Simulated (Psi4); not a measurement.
# USVWN5/cc-pVTZ run of GaClF (SMILES [F][Ga][Cl])

What is the energy change on altering one bond length of GaClF at USVWN5/cc-pVTZ? The job is set up through a Python script.

Program for the calculation: Psi4 1.11.

4 further runs of the same task are left out: 3 that didn't finish, 1 set aside as unsound or not needed.

### 1 The system as given

The species is GaClF (3 atoms), meant as a doublet with charge 0. SMILES: `[F][Ga][Cl]`. The coordinates come from a PBE0-D4/def2-TZVP relaxation.

Bond lengths: F1–Ga2 1.758 Å, Ga2–Cl3 2.157 Å. Angles: F1–Ga2–Cl3 117.7°.

### 2 A single-point energy at USVWN5/cc-pVTZ

run.py reads:

```python
import psi4

psi4.set_memory(1600000000)
psi4.set_num_threads(1)
psi4.set_output_file('clfga.out', False)

mol = psi4.geometry("""
0 2
F     -2.68548980     0.55916996    -1.42636528
Ga     0.12547781     1.22756609     0.21202727
Cl     2.53960294    -1.90919030     1.18920465
units au
symmetry c1
""")

psi4.set_options({
    'basis': 'cc-pVTZ',
    'reference': 'uks',
    'puream': True,
    'e_convergence': 1e-09,
    'd_convergence': 1e-08,
    'scf_type': 'pk',
    'dft_radial_points': 99,
    'dft_spherical_points': 590,
    'maxiter': 200,
})

energy_value, wavefunction = psi4.energy("scf", dft_functional={"name": "SVWN5", "x_functionals": {"LDA_X": {}}, "c_functionals": {"LDA_C_VWN": {}}}, return_wfn=True)
print(f'scf energy: {energy_value:.10f} Eh')
```

Command:

```
$ python run.py
```

clfga.out, shortened:

```text
[...]
  Running in c1 symmetry.
[...]
  Nuclear repulsion =  237.378679143771194
[...]
  Multiplicity = 2
[...]
  Nalpha       = 29
  Nbeta        = 28
[...]
    Number of basis functions: 107
[...]
   @UKS iter   1: -2478.26687699591230   -1.66944e+00   2.00308e-02 ADIIS/DIIS
[...]
   @UKS iter  14: -2479.93278398842540   -4.54747e-13   4.05774e-09 DIIS
[...]
   @S^2 Observed:                7.510920794E-01
[...]
    Orbital Energies [Eh]
    ---------------------
    Alpha Occupied:
       1A   -370.284688     2A   -100.350168     3A    -45.319866
       4A    -40.219809     5A    -40.217969     6A    -40.216395
       7A    -24.074517     8A     -9.156717     9A     -7.015682
      10A     -7.008661    11A     -7.007989    12A     -5.300781
      13A     -3.647794    14A     -3.642732    15A     -3.639132
      16A     -1.047157    17A     -0.810051    18A     -0.798461
      19A     -0.796534    20A     -0.796489    21A     -0.789666
      22A     -0.743096    23A     -0.447077    24A     -0.378341
      25A     -0.357227    26A     -0.352974    27A     -0.310742
      28A     -0.306696    29A     -0.233725
    Alpha Virtual:
[...]
  @UKS Final Energy: -2479.93278398842540
   => Energetics <=
    Nuclear Repulsion Energy =            237.3786791437711940
    One-Electron Energy =               -3930.9489763023220803
    Two-Electron Energy =                1322.1832908659980603
    DFT Exchange-Correlation Energy =    -108.5457776958721894
    Empirical Dispersion Energy =           0.0000000000000000
    VV10 Nonlocal Energy =                  0.0000000000000000
    Total Energy =                      -2479.9327839884253990
[...]
 Multipole Moments:
 ------------------------------------------------------------------------------------
     Multipole            Electronic (a.u.)      Nuclear  (a.u.)        Total (a.u.)
 ------------------------------------------------------------------------------------
 L = 1.  Multiply by 2.5417464519 to convert [e a0] to [Debye]
 Dipole X            :         -1.0258304            1.4061565            0.3803262
 Dipole Y            :          3.2125896           -2.5881039            0.6244857
 Dipole Z            :         -0.0000000           -0.0000000           -0.0000000
 Magnitude           :                                                    0.7311843
[...]
```

Standard output:

```text
scf energy: -2479.9327839884 Eh
```

Run time: 79 s. Hardware: 1 thread of Intel Xeon Platinum 8259CL at 2.50GHz (Skylake/Cascade Lake), shared host; peak memory 1.4 GiB.

### 3 The distorted shape: energy and forces at USVWN5/cc-pVTZ

clfga.xyz reads:

```xyz
3
ClFGa
F     -1.644195     0.242852    -0.884833
Ga     0.066400     0.649600     0.112200
Cl     1.343900    -1.010300     0.629300
```

calc.py reads:

```python
import psi4

psi4.set_memory('1600 MB')
psi4.set_num_threads(1)
psi4.set_output_file('psi4.out', False)

with open('clfga.xyz') as f:
    atoms = ''.join(f.readlines()[2:])
geom = psi4.geometry('0 2\n' + atoms + 'symmetry c1')

options = {'basis': 'cc-pVTZ', 'reference': 'uks', 'puream': True, 'e_convergence': 1e-09, 'd_convergence': 1e-08, 'scf_type': 'pk', 'dft_radial_points': 99, 'dft_spherical_points': 590, 'maxiter': 200}
psi4.set_options(options)

result, w = psi4.gradient("scf", dft_functional={"name": "SVWN5", "x_functionals": {"LDA_X": {}}, "c_functionals": {"LDA_C_VWN": {}}}, molecule=geom, return_wfn=True)
psi4.oeprop(w, "MULLIKEN_CHARGES", "DIPOLE", "WIBERG_LOWDIN_INDICES")
print('gradient / Eh bohr^-1')
print(result.np.round(6))
print(f'energy = {w.energy():.10f} Eh')
for k, v in sorted(psi4.core.scalar_variables().items()):
    print(f'{k:45s} {v:18.10f}')
```

Command:

```
$ python calc.py
```

psi4.out, shortened:

```text
[...]
  Running in c1 symmetry.
[...]
  Nuclear repulsion =  224.940798661687325
[...]
  Multiplicity = 2
[...]
  Nalpha       = 29
  Nbeta        = 28
[...]
    Number of basis functions: 107
[...]
   @UKS iter   1: -2478.24964092362052   -1.85067e+00   1.97757e-02 DIIS/ADIIS
[...]
   @UKS iter  15: -2479.91271004520468   -3.31966e-11   9.53462e-09 DIIS
[...]
   @S^2 Observed:                7.513341288E-01
[...]
  @UKS Final Energy: -2479.91271004520468
   => Energetics <=
    Nuclear Repulsion Energy =            224.9407986616873245
    One-Electron Energy =               -3905.9148331679712101
    Two-Electron Energy =                1309.5412225762543130
    DFT Exchange-Correlation Energy =    -108.4798981151753736
    Empirical Dispersion Energy =           0.0000000000000000
    VV10 Nonlocal Energy =                  0.0000000000000000
    Total Energy =                      -2479.9127100452046761
[...]
  -Total Gradient:
     Atom            X                  Y                   Z
    ------   -----------------  -----------------  -----------------
       1       -0.059284369320    -0.012865290922     0.000000000000
       2        0.056806542164     0.016670109772    -0.000000000000
       3        0.002460125850    -0.003843471416    -0.000000000000
[...]
 Multipole Moments:
 ------------------------------------------------------------------------------------
     Multipole            Electronic (a.u.)      Nuclear  (a.u.)        Total (a.u.)
 ------------------------------------------------------------------------------------
 L = 1.  Multiply by 2.5417464519 to convert [e a0] to [Debye]
 Dipole X            :         -0.4790555            1.3143474            0.8352919
 Dipole Y            :          3.2676465           -2.6070652            0.6605814
 Dipole Z            :         -0.0000000           -0.0000000           -0.0000000
 Magnitude           :                                                    1.0649321
[...]
  Mulliken Charges: (a.u.)
   Center  Symbol    Alpha    Beta     Spin     Total
       1     F     4.75268  4.58417  0.16851 -0.33686
       2    GA    15.61691 14.96717  0.64975  0.41592
       3    CL     8.63040  8.44866  0.18174 -0.07906
   Total alpha = 29.00000, Total beta = 28.00000, Total charge = -0.00000
  Wiberg Bond Indices using Orthogonal Lowdin Orbitals:
  Total Bond Index:
  Irrep: 1 Size: 3 x 3
[...]
```

The script printed:

```text
gradient / Eh bohr^-1
[[-0.059284 -0.012865  0.      ]
 [ 0.056807  0.01667  -0.      ]
 [ 0.00246  -0.003843 -0.      ]]
energy = -2479.9127100452 Eh
CURRENT ENERGY                                  -2479.9127100452
CURRENT REFERENCE ENERGY                        -2479.9127100452
DD SOLVATION ENERGY                                 0.0000000000
DFT FUNCTIONAL TOTAL ENERGY                     -2479.9127100452
DFT TOTAL ENERGY                                -2479.9127100452
DFT VV10 ENERGY                                     0.0000000000
DFT XC ENERGY                                    -108.4798981152
GRID ELECTRONS ALPHA                               28.9999991004
GRID ELECTRONS BETA                                27.9999989578
GRID ELECTRONS TOTAL                               56.9999980582
NUCLEAR REPULSION ENERGY                          224.9407986617
ONE-ELECTRON ENERGY                             -3905.9148331680
PCM POLARIZATION ENERGY                             0.0000000000
PE ENERGY                                           0.0000000000
SCF ITERATION ENERGY                            -2479.9127100452
SCF ITERATIONS                                     15.0000000000
SCF TOTAL ENERGY                                -2479.9127100452
TWO-ELECTRON ENERGY                              1309.5412225763
XC GRID RADIAL POINTS                              99.0000000000
XC GRID SPHERICAL POINTS                          590.0000000000
XC GRID TOTAL POINTS                           167042.0000000000
```

Run time: 4.7 min. Hardware: 1 thread of Intel Xeon Platinum 8259CL at 2.50GHz (Skylake/Cascade Lake), shared host; peak memory 1.4 GiB.

### 4 Outcome

At USVWN5/cc-pVTZ:

| quantity | value |
| --- | --- |
| first shape: total energy | -2479.93278 Eh |
| first shape: dipole moment | 1.86 D |
| first shape: HOMO energy (highest over α and β) | -6.36 eV |
| first shape: LUMO energy (lowest over α and β) | -5.48 eV |
| first shape: ⟨S²⟩ | 0.751 |
| distorted shape: total energy | -2479.91271 Eh |
| distorted shape: dipole moment | 2.71 D |
| distorted shape: HOMO energy (highest over α and β) | -6.80 eV |
| distorted shape: LUMO energy (lowest over α and β) | -5.98 eV |
| distorted shape: ⟨S²⟩ | 0.751 |
| distorted shape: largest force on an atom | 3.119 eV/Å |
| energy change with the F1–Ga2 bond stretched from 1.758 to 2.021 Å | 0.546 eV |

In words: With the F1–Ga2 bond stretched from 1.758 to 2.021 Å the energy rises by 0.55 eV (12.6 kcal/mol). The first shape isn't relaxed at this level, so the change isn't measured from a minimum. Mulliken charges (distorted shape) run from -0.34 on F1 to +0.42 on Ga2; they depend strongly on the basis.
